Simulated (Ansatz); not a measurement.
# GeH4: a reaction path by the nudged elastic band

Aim: the minimum-energy path between two given structures and its highest point. Both ends were relaxed at PBE0-D4 in triple zeta.

Computed with Ansatz 0.2.0, Gaussian basis. Level: PBE0-D4/def2-SVP.

23 further runs of the same task are left out: 1 that didn't finish, 22 set aside as unsound or not needed.

## 1. The starting structure

The first end: 5 atoms, charge 0, spin multiplicity 1.

Atoms are counted from 1 here; the program's logs count them from 0.

Bond lengths: Ge1–H2 1.945 Å, Ge1–H4 1.588 Å, Ge1–H5 1.588 Å, H2–H3 0.790 Å. Angles: H2–Ge1–H4 89.1°, H2–Ge1–H5 89.1°, H4–Ge1–H5 92.3°, Ge1–H2–H3 83.5°.

Geometry (Å):

```
atom    x (Å)    y (Å)    z (Å)
 Ge1  -0.3731  -0.3366   0.8348
  H2   0.5907  -0.9019  -0.7571
  H3   0.5351  -0.1386  -0.9528
  H4  -1.3711   0.4805  -0.0909
  H5   0.6183   0.8966   0.9659
```

The second end:

```
atom    x (Å)    y (Å)    z (Å)
 Ge1  -0.0978  -0.5246   0.8149
  H2   0.9176  -1.0990  -0.2621
  H3  -0.4138   0.5127  -0.8824
  H4  -1.1244   0.2811  -0.6266
  H5   0.7183   0.8299   0.9562
```

## 2. The band at PBE0-D4/def2-SVP

neb/in.yaml

```yaml
crystal:
  periodic: [false, false, false]
  atoms:
    - {symbol: Ge, position_ang: [-0.373058, -0.336594, 0.834801]}
    - {symbol: H, position_ang: [0.590684, -0.901884, -0.757086]}
    - {symbol: H, position_ang: [0.535069, -0.138563, -0.952760]}
    - {symbol: H, position_ang: [-1.371122, 0.480486, -0.090876]}
    - {symbol: H, position_ang: [0.618326, 0.896556, 0.965921]}
basis:
  gaussian: {orbitals: def2-SVP}
hamiltonian: {xc: pbe0, dispersion: d4}
neb:
  images: 5
  climbing: true
  max_iterations: 40
  initial_path: idpp
  final_atoms:
    - {symbol: Ge, position_ang: [-0.097762, -0.524649, 0.814868]}
    - {symbol: H, position_ang: [0.917588, -1.099035, -0.262083]}
    - {symbol: H, position_ang: [-0.413831, 0.512721, -0.882381]}
    - {symbol: H, position_ang: [-1.124435, 0.281065, -0.626584]}
    - {symbol: H, position_ang: [0.718340, 0.829900, 0.956179]}
```

On the command line:

```bash
$ ansatz run in.yaml --threads 2 --pin off --events-out ev --progress --plain --max-ram 4352MiB
```

What does the calculation give? Wanted: from earlier runs: barrier over the separately found saddle, CCSD(T)/def2-TZVPP.

As calculated:

| quantity | value |
| --- | --- |
| PBE0-D4/def2-SVP, 7 iterations | highest 9.1 kcal/mol (image 3), last end 0.0 kcal/mol |
| from earlier runs: barrier over the separately found saddle, CCSD(T)/def2-TZVPP | 13.1 kcal/mol |

The highest image lies 9.1 kcal/mol above the first end, and it climbed, so it estimates the saddle. The ends are not quite minima at this level (largest force component 0.34 eV/Å), so the heights are unreliable: relaxing the first end would lower it and raise the barrier above it. The highest image is 4.0 kcal/mol below the CCSD(T) barrier in triple zeta, which comes from separate runs on the saddle.
